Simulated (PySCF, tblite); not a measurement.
**C₅H₆ClFO₂: a rotation path, then NMR shifts on frames**

Aim: move C₅H₆ClFO₂ (`O=C1COC[C@@]1(F)CCl`) away from its starting geometry and see how NMR shifts follow the geometry.

Computed with tblite 0.8.0 and PySCF 2.14.0, with density-fitted response routines of our own, on a single molecule in the gas phase. Atoms are numbered from 0 throughout.

## (1) The molecule as given

15 atoms, charge 0, multiplicity 1; geometry from: GFN2-xTB.

Bonds of the start (Å): O0–C1 1.19, C1–C2 1.51, C2–O3 1.41, O3–C4 1.41, C4–C5 1.53, C5–F6 1.39, C5–C7 1.52, C7–Cl8 1.77, C5–C1 1.55, C2–H9 1.10, C2–H10 1.09, C4–H11 1.10, C4–H12 1.09, C7–H13 1.09, C7–H14 1.09.

## (2) The rotation path with GFN2-xTB

Job settings and geometry (Å):

```
{"job": {"kind": "neb", "xc": "GFN2-xTB", "basis": "xTB", "atoms": [4, 5, 7, 8], "turn": 120}, "charge": 0, "multiplicity": 1}
O     -0.791834     1.683119    -1.349234
C     -0.767122     0.769929    -0.581720
C     -1.801333    -0.305240    -0.361380
O     -1.437794    -1.006138     0.801912
C     -0.037497    -0.906930     0.977279
C      0.393941     0.437043     0.389916
F      0.430443     1.406331     1.382732
C      1.746929     0.474379    -0.309881
Cl     1.769248    -0.680589    -1.656248
H     -1.801260    -0.963872    -1.245277
H     -2.804677     0.105348    -0.231793
H      0.472999    -1.724476     0.451080
H      0.167753    -0.966801     2.046666
H      2.546708     0.212832     0.383630
H      1.909082     1.473054    -0.719597
```

With the program's defaults for keys left out, this is: GFN2-xTB climbing-image nudged elastic band, gas phase.

On the command line:

```
$ OMP_NUM_THREADS=1 python probes_run.py task.json out
```

This one command runs all jobs of the session in turn.

Log:

```text
image   E - E0 / eV
  0       0.0000
  1       0.0253
  2       0.0904
  3       0.1640
  4       0.2165
  5       0.2338
  6       0.2210
  7       0.1979
  8       0.1875
```

It took 8.8 s on 1 thread of Intel Xeon at 2.50GHz, shared host; peak memory 0.18 GiB.

The final band, with the dihedral C4–C5–C7–Cl8:

| image | dihedral (°) | energy (eV) | energy (kcal/mol) |
| --- | --- | --- | --- |
| 0 | 59 | 0.000 | 0.0 |
| 1 | 74 | 0.025 | 0.6 |
| 2 | 89 | 0.090 | 2.1 |
| 3 | 105 | 0.164 | 3.8 |
| 4 | 120 | 0.216 | 5.0 |
| 5 | 136 | 0.234 | 5.4 |
| 6 | 150 | 0.221 | 5.1 |
| 7 | 165 | 0.198 | 4.6 |
| 8 | 178 | 0.188 | 4.3 |

## (3) Shielding tensors: image 0, PBE0/pcSseg-1

Job settings and geometry (Å):

```
{"job": {"kind": "nmr", "xc": "PBE0", "basis": "pcSseg-1", "pop": false}, "charge": 0, "multiplicity": 1}
O     -0.791800     1.683100    -1.349200
C     -0.767100     0.769900    -0.581700
C     -1.801300    -0.305200    -0.361400
O     -1.437800    -1.006100     0.801900
C     -0.037500    -0.906900     0.977300
C      0.393900     0.437000     0.389900
F      0.430400     1.406300     1.382700
C      1.746900     0.474400    -0.309900
Cl     1.769200    -0.680600    -1.656200
H     -1.801300    -0.963900    -1.245300
H     -2.804700     0.105300    -0.231800
H      0.473000    -1.724500     0.451100
H      0.167800    -0.966800     2.046700
H      2.546700     0.212800     0.383600
H      1.909100     1.473100    -0.719600
```

With the program's defaults for keys left out, this is: GIAO PBE0/pcSseg-1 NMR shielding, non-relativistic, gas phase.

Log:

```text
coarse grid: 14032 points
cycle   1  E = -903.6379917778  dE =  1.516e+00  |g| = 1.017e+00  |ddm| = 3.568e+00
cycle   2  E = -903.0439440223  dE =  5.940e-01  |g| = 2.062e+00  |ddm| = 2.537e+00
cycle   3  E = -903.8210070139  dE = -7.771e-01  |g| = 2.062e-01  |ddm| = 1.896e+00
cycle   4  E = -903.8267628293  dE = -5.756e-03  |g| = 1.218e-01  |ddm| = 2.568e-01
cycle   5  E = -903.8292161510  dE = -2.453e-03  |g| = 1.833e-02  |ddm| = 9.676e-02
cycle   6  E = -903.8292860702  dE = -6.992e-05  |g| = 5.344e-03  |ddm| = 1.893e-02
cycle   7  E = -903.8292912577  dE = -5.188e-06  |g| = 1.237e-03  |ddm| = 4.849e-03
final grid: 134040 points
cycle   8  E = -903.9098266384  dE = -2.050e-05  |g| = 1.648e-02  |ddm| = 3.136e-02
cycle   9  E = -903.9097027938  dE =  1.238e-04  |g| = 3.086e-02  |ddm| = 3.196e-02
cycle  10  E = -903.9098745280  dE = -1.717e-04  |g| = 3.076e-03  |ddm| = 2.219e-02
cycle  11  E = -903.9098761741  dE = -1.646e-06  |g| = 6.221e-04  |ddm| = 2.425e-03
cycle  12  E = -903.9098762361  dE = -6.204e-08  |g| = 1.497e-04  |ddm| = 6.294e-04
cycle  13  E = -903.9098762405  dE = -4.371e-09  |g| = 3.621e-05  |ddm| = 1.515e-04
cycle  14  E = -903.9098762408  dE = -2.769e-10  |g| = 8.033e-06  |ddm| = 3.905e-05
converged SCF energy = -903.9098762408

GIAO shielding tensors (ppm)
atom      isotropic    diamagn.    paramagn.     s11        s22        s33       span
  0 O     -315.914     397.794    -713.708   -943.352   -408.879    404.490   1347.842
  1 C      -30.667     250.823    -281.489   -107.242    -48.850     64.092    171.334
  2 C      110.994     248.789    -137.795     93.930    104.002    135.051     41.120
  3 O      325.341     393.878     -68.537    246.341    347.426    382.255    135.914
  4 C      110.449     246.042    -135.593     79.509    100.059    151.780     72.270
  5 C       91.599     246.163    -154.564     58.188     92.756    123.855     65.667
  6 F      347.483     473.588    -126.105    306.801    349.018    386.631     79.830
  7 C      140.821     247.367    -106.546    115.129    135.852    171.484     56.355
  8 Cl     883.359    1146.971    -263.612    759.714    830.974   1059.388    299.674
  9 H       27.610      27.938      -0.328     24.707     25.634     32.488      7.781
 10 H       27.134      27.192      -0.059     23.235     26.081     32.085      8.850
 11 H       26.892      29.411      -2.520     22.280     27.548     30.848      8.568
 12 H       27.053      28.643      -1.590     23.395     26.800     30.964      7.569
 13 H       28.165      28.856      -0.692     23.157     27.140     34.197     11.041
 14 H       27.536      29.005      -1.469     22.673     26.374     33.562     10.889
```

Wall time 67 s (1 thread of Intel Xeon at 2.50GHz, shared host); peak memory 0.85 GiB.

The references, computed at this level on geometries of the same kind, shield at (ppm): ¹H TMS 31.72, ¹³C TMS 186.9, ¹⁹F CFCl3 170.9, ¹⁷O H2O 336.1, ³⁵Cl HCl 950. Their shielding less the atom's gives the shift. The references are single molecules in the gas phase, so shifts against H2O, NH3, PH3, H3PO4 or CFCl3 are not on the usual liquid scales and can be off by tens of ppm. Each atom is listed at this fixed geometry, with no averaging over motion; a spectrum would average atoms that exchange fast.

| atoms | environment | σ (ppm) | δ (ppm) |
| --- | --- | --- | --- |
| C1 | ketone carbonyl carbon | -30.7 | 217.6 |
| C5 | fully substituted sp3 carbon bonded to F, α to a carbonyl | 91.6 | 95.3 |
| C4 | sp3 CH2 bonded to O | 110.4 | 76.5 |
| C2 | sp3 CH2 bonded to O, α to a carbonyl | 111.0 | 75.9 |
| C7 | sp3 CH2 bonded to Cl | 140.8 | 46.1 |
| H11 | hydrogen on an sp3 CH2 bonded to O | 26.89 | 4.83 |
| H12 | hydrogen on an sp3 CH2 bonded to O | 27.05 | 4.66 |
| H10 | hydrogen on an sp3 CH2 bonded to O, α to a carbonyl | 27.13 | 4.58 |
| H14 | hydrogen on an sp3 CH2 bonded to Cl | 27.54 | 4.18 |
| H9 | hydrogen on an sp3 CH2 bonded to O, α to a carbonyl | 27.61 | 4.11 |
| H13 | hydrogen on an sp3 CH2 bonded to Cl | 28.16 | 3.55 |
| O0 | ketone oxygen | -315.9 | 652.0 |
| O3 | ether oxygen | 325.3 | 10.7 |
| F6 | fluorine on an sp3 carbon | 347.5 | -176.5 |
| Cl8 | chlorine bonded to C | 883 | 66 |

Ring of atoms C1, C2, O3, C4, C5: NICS(0) 0.6, NICS(1) -1.6, NICS(1)zz -3.8 ppm (means of both faces). The ring holds saturated atoms, so no π current runs round it: these values come from its σ bonds, any local π bonds and neighbouring rings, and say nothing of aromaticity.

## (4) NMR shieldings: image 2, PBE0/pcSseg-1

Job settings and geometry (Å):

```
{"job": {"kind": "nmr", "xc": "PBE0", "basis": "pcSseg-1", "pop": false}, "charge": 0, "multiplicity": 1}
O     -0.830500     1.576400    -1.459900
C     -0.775300     0.706800    -0.647000
C     -1.797400    -0.366800    -0.352500
O     -1.440300    -0.963400     0.869800
C     -0.044500    -0.838600     1.044400
C      0.388400     0.456000     0.352300
F      0.385700     1.497900     1.271100
C      1.768900     0.431000    -0.300700
Cl     1.674600    -0.128800    -1.987800
H     -1.780700    -1.099200    -1.176000
H     -2.806800     0.040800    -0.267500
H      0.476900    -1.694700     0.594800
H      0.154000    -0.802500     2.116800
H      2.442100    -0.247400     0.223200
H      2.180600     1.440600    -0.302900
```

Level: GIAO PBE0/pcSseg-1 NMR shielding, non-relativistic, gas phase.

Log:

```text
coarse grid: 14032 points
cycle   1  E = -903.6250803753  dE =  1.514e+00  |g| = 1.029e+00  |ddm| = 3.570e+00
cycle   2  E = -902.9954769231  dE =  6.296e-01  |g| = 2.110e+00  |ddm| = 2.680e+00
cycle   3  E = -903.8136668261  dE = -8.182e-01  |g| = 2.123e-01  |ddm| = 2.016e+00
cycle   4  E = -903.8196924161  dE = -6.026e-03  |g| = 1.259e-01  |ddm| = 2.674e-01
cycle   5  E = -903.8223102707  dE = -2.618e-03  |g| = 1.898e-02  |ddm| = 1.020e-01
cycle   6  E = -903.8223857560  dE = -7.549e-05  |g| = 5.528e-03  |ddm| = 1.996e-02
cycle   7  E = -903.8223913145  dE = -5.558e-06  |g| = 1.318e-03  |ddm| = 5.208e-03
final grid: 134040 points
cycle   8  E = -903.9039385653  dE = -2.228e-05  |g| = 1.646e-02  |ddm| = 3.102e-02
cycle   9  E = -903.9038095629  dE =  1.290e-04  |g| = 3.126e-02  |ddm| = 3.304e-02
cycle  10  E = -903.9039867868  dE = -1.772e-04  |g| = 3.064e-03  |ddm| = 2.310e-02
cycle  11  E = -903.9039884308  dE = -1.644e-06  |g| = 6.384e-04  |ddm| = 2.441e-03
cycle  12  E = -903.9039884959  dE = -6.518e-08  |g| = 1.599e-04  |ddm| = 6.668e-04
cycle  13  E = -903.9039885009  dE = -4.947e-09  |g| = 3.751e-05  |ddm| = 1.634e-04
cycle  14  E = -903.9039885012  dE = -2.974e-10  |g| = 8.453e-06  |ddm| = 4.188e-05
converged SCF energy = -903.9039885012

GIAO shielding tensors (ppm)
atom      isotropic    diamagn.    paramagn.     s11        s22        s33       span
  0 O     -323.100     397.349    -720.448   -949.503   -411.940    392.144   1341.648
  1 C      -26.976     249.658    -276.634   -107.472    -35.009     61.554    169.026
  2 C      111.045     249.095    -138.050     93.048    102.768    137.318     44.270
  3 O      319.095     393.912     -74.818    246.000    332.806    378.478    132.478
  4 C      107.126     246.137    -139.011     75.241     97.820    148.316     73.075
  5 C       90.812     246.335    -155.522     61.614     90.286    120.537     58.923
  6 F      338.528     473.853    -135.325    299.180    330.697    385.707     86.527
  7 C      138.321     246.394    -108.073    114.150    138.525    162.287     48.138
  8 Cl     873.027    1146.644    -273.617    731.201    842.511   1045.369    314.168
  9 H       27.624      28.023      -0.399     24.577     25.983     32.311      7.735
 10 H       27.219      27.279      -0.059     23.444     26.230     31.984      8.540
 11 H       27.488      29.689      -2.201     23.005     28.597     30.861      7.856
 12 H       26.923      28.584      -1.661     23.351     26.728     30.691      7.340
 13 H       28.086      28.832      -0.746     23.127     27.656     33.476     10.349
 14 H       27.695      28.631      -0.936     22.265     27.422     33.398     11.132
```

Run time: 72 s. Hardware: 1 thread of Intel Xeon at 2.50GHz, shared host; peak memory 0.85 GiB.

This run: δ C1 213.9, C5 96.1, C4 79.8, C2 75.9, H12 4.79, H10 4.50 ppm.

[end of part 1 of 2]
